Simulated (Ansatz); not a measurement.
# F3H5O2Si2: the cost of one run

Method: PBE0-D4, def2-SVP first, then def2-TZVP; program: Ansatz 0.2.0, Gaussian basis.

153 further runs of the same task are left out: 1 that didn't finish, 152 set aside as unsound or not needed.

**1. The starting structure**

The guess: 12 atoms, charge 0, spin multiplicity 1.

Atoms are counted from 1 here; the program's logs count them from 0.

Bond lengths: Si1–O2 1.742 Å, Si1–F4 1.618 Å, Si1–F5 1.608 Å, Si1–F6 1.598 Å, Si1–O8 1.792 Å, O2–Si3 1.653 Å, O2–H7 1.181 Å, Si3–H9 1.456 Å, Si3–H10 1.463 Å, Si3–H11 1.455 Å, O8–H12 0.957 Å. Angles: O2–Si1–F4 92.7°, O2–Si1–F5 118.5°, O2–Si1–F6 116.1°, O2–Si1–O8 75.7°, F4–Si1–F5 93.0°, F4–Si1–F6 93.9°, F4–Si1–O8 168.4°, F5–Si1–F6 124.4°, F5–Si1–O8 92.1°, F6–Si1–O8 91.7°, Si1–O2–Si3 137.6°, Si1–O2–H7 82.4°, Si3–O2–H7 139.5°, O2–Si3–H9 107.9°, O2–Si3–H10 99.2°, O2–Si3–H11 107.5°, H9–Si3–H10 113.6°, H9–Si3–H11 113.7° and more.

Coordinates:

```xyz
12

Si    0.0056    1.1522    0.4972
O     0.1242   -0.4298   -0.2215
Si   -0.8815   -1.6997   -0.5486
F    -1.6118    1.1032    0.5245
F     0.0354    2.4374   -0.4689
F     0.1397    1.2145    2.0884
H     1.2778   -0.1773   -0.2095
O     1.7672    0.8844    0.3046
H    -1.3861   -2.2099    0.7187
H     0.0758   -2.5944   -1.2000
H    -1.9239   -1.2152   -1.4413
H     2.3776    1.5346   -0.0436
```

Distances that are to change: Si1–O8 1.79 Å, O2–H7 1.18 Å, Si1–O2 1.74 Å, H7–O8 1.28 Å.

**2. Relaxing the guess with the reacting distances held**

hold/in.yaml reads:

```yaml
crystal:
  periodic: [false, false, false]
  atoms:
    - {symbol: Si, position_ang: [0.005600, 1.152200, 0.497200]}
    - {symbol: O, position_ang: [0.124200, -0.429800, -0.221500]}
    - {symbol: Si, position_ang: [-0.881500, -1.699700, -0.548600]}
    - {symbol: F, position_ang: [-1.611800, 1.103200, 0.524500]}
    - {symbol: F, position_ang: [0.035400, 2.437400, -0.468900]}
    - {symbol: F, position_ang: [0.139700, 1.214500, 2.088400]}
    - {symbol: H, position_ang: [1.277800, -0.177300, -0.209500]}
    - {symbol: O, position_ang: [1.767200, 0.884400, 0.304600]}
    - {symbol: H, position_ang: [-1.386100, -2.209900, 0.718700]}
    - {symbol: H, position_ang: [0.075800, -2.594400, -1.200000]}
    - {symbol: H, position_ang: [-1.923900, -1.215200, -1.441300]}
    - {symbol: H, position_ang: [2.377600, 1.534600, -0.043600]}
basis:
  gaussian: {orbitals: def2-SVP}
hamiltonian: {xc: pbe0, dispersion: d4}
relax: {f_tol: 0.04, max_steps: 150, escape_saddle: false, constraints: [{distance: [0, 7]}, {distance: [1, 6]}, {distance: [0, 1]}, {distance: [6, 7]}]}
```

Command:

```
$ ansatz run in.yaml --threads 4 --pin off --events-out ev --progress --plain --max-ram 46080MiB --backend cpu
```

**Question.** How long does this run take on 4 threads of AMD EPYC 7R13, shared host?

About 28 s.
